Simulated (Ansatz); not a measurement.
# Ta10TeSe19: the cost of one run

Computed with Ansatz 0.2.0 (DFT PBE+D3(BJ), scalar-relativistic, plane waves, PAW, unless a step's input says otherwise).

That is the level of the relaxation; later steps name their own.

### 1 The starting structure

The structure is triclinic, space group P1 (No. 1). The conventional cell has a = 8.601 Å, b = 9.213 Å, c = 9.911 Å, α = 93.81°, β = 99.01°, γ = 112.49°. Ta (site symmetry 1) has 6 Se at 2.61 Å as nearest neighbours. Ta (site symmetry 1) has 1 Te at 2.61 Å and 5 Se at 2.61 Å as nearest neighbours. Ta (site symmetry 1) is surrounded by 5 Se at 2.61 Å and 1 Te at 2.61 Å. Only part of the 30 independent sites is listed.

Structure file:

```
Ta Te Se
1.0
     1.74102   -5.02589    6.75913
    -8.70510    3.01554    0.00000
    -1.74102   -7.03625   -6.75913
Ta Te Se
10 1 19
Direct
  0.90012 0.60004 0.89993
  0.70012 0.80004 0.69993
  0.80012 0.20004 0.79993
  0.60012 0.40004 0.59993
  0.40012 0.60004 0.39993
  0.20012 0.80004 0.19993
  0.50012 0.00004 0.49993
  0.30012 0.20004 0.29993
  0.10012 0.40004 0.09993
  0.00012 0.00004 0.99993
  0.37711 0.75067 0.62378
  0.17711 0.95067 0.42378
  0.27711 0.35067 0.52378
  0.07711 0.55067 0.32378
  0.87711 0.75067 0.12378
  0.67711 0.95067 0.92378
  0.97711 0.15067 0.22378
  0.77711 0.35067 0.02378
  0.57711 0.55067 0.82378
  0.47711 0.15067 0.72378
  0.69007 0.84950 0.44259
  0.49007 0.04950 0.24259
  0.59007 0.44950 0.34259
  0.39007 0.64950 0.14259
  0.19007 0.84950 0.94259
  0.99007 0.04950 0.74259
  0.29007 0.24950 0.04259
  0.09007 0.44950 0.84259
  0.89007 0.64950 0.64259
  0.79007 0.24950 0.54259
```

(A quick probe on a coarse mesh, which set the mesh and smearing, is not shown.)

### 3 A loose first relaxation

input.yaml

```yaml
crystal:
  lattice:
    - [1.74102092, -5.02589449, 6.75913296]
    - [-8.70510461, 3.01553669, 0.0]
    - [-1.74102092, -7.03625228, -6.75913296]
  atoms:
    - { symbol: Ta, position: [0.90011793, 0.60003724, 0.89993172] }
    - { symbol: Ta, position: [0.70011793, 0.80003724, 0.69993172] }
    - { symbol: Ta, position: [0.80011793, 0.20003724, 0.79993172] }
    - { symbol: Ta, position: [0.60011793, 0.40003724, 0.59993172] }
    - { symbol: Ta, position: [0.40011793, 0.60003724, 0.39993172] }
    - { symbol: Ta, position: [0.20011793, 0.80003724, 0.19993172] }
    - { symbol: Ta, position: [0.50011793, 3.724e-05, 0.49993172] }
    - { symbol: Ta, position: [0.30011793, 0.20003724, 0.29993172] }
    - { symbol: Ta, position: [0.10011793, 0.40003724, 0.09993172] }
    - { symbol: Ta, position: [0.00011793, 3.724e-05, 0.99993172] }
    - { symbol: Te, position: [0.37710708, 0.75066539, 0.62378011] }
    - { symbol: Se, position: [0.17710708, 0.95066539, 0.42378011] }
    - { symbol: Se, position: [0.27710708, 0.35066539, 0.52378011] }
    - { symbol: Se, position: [0.07710708, 0.55066539, 0.32378011] }
    - { symbol: Se, position: [0.87710708, 0.75066539, 0.12378011] }
    - { symbol: Se, position: [0.67710708, 0.95066539, 0.92378011] }
    - { symbol: Se, position: [0.97710708, 0.15066539, 0.22378011] }
    - { symbol: Se, position: [0.77710708, 0.35066539, 0.02378011] }
    - { symbol: Se, position: [0.57710708, 0.55066539, 0.82378011] }
    - { symbol: Se, position: [0.47710708, 0.15066539, 0.72378011] }
    - { symbol: Se, position: [0.69007499, 0.84949736, 0.44258817] }
    - { symbol: Se, position: [0.49007499, 0.04949736, 0.24258817] }
    - { symbol: Se, position: [0.59007499, 0.44949736, 0.34258817] }
    - { symbol: Se, position: [0.39007499, 0.64949736, 0.14258817] }
    - { symbol: Se, position: [0.19007499, 0.84949736, 0.94258817] }
    - { symbol: Se, position: [0.99007499, 0.04949736, 0.74258817] }
    - { symbol: Se, position: [0.29007499, 0.24949736, 0.04258817] }
    - { symbol: Se, position: [0.09007499, 0.44949736, 0.84258817] }
    - { symbol: Se, position: [0.89007499, 0.64949736, 0.64258817] }
    - { symbol: Se, position: [0.79007499, 0.24949736, 0.54258817] }
basis:
  ecutwfc: 420
kpoints:
  mp_grid: { grid: [4, 4, 2] }
hamiltonian:
  xc: pbe
  dispersion: d3bj
scf:
  occupations: { method: gaussian, width: 0.1 }
output:
  forces: true
  stress: true
  eigenvalues: true
relax:
  adjacent_minimum: "off"
  f_tol: 0.05
  max_steps: 80
  cell: { stress_tol: 0.5 }
```

On the command line:

```console
> ansatz run input.yaml --threads 8 --pin off --max-ram 22528MiB --backend cpu --events-out ev --progress --plain --runs-dir out
```

What time and memory should one allow on 8 threads of Arm Neoverse V1, shared host?

About 21 min, with a peak of 7.9 GiB.
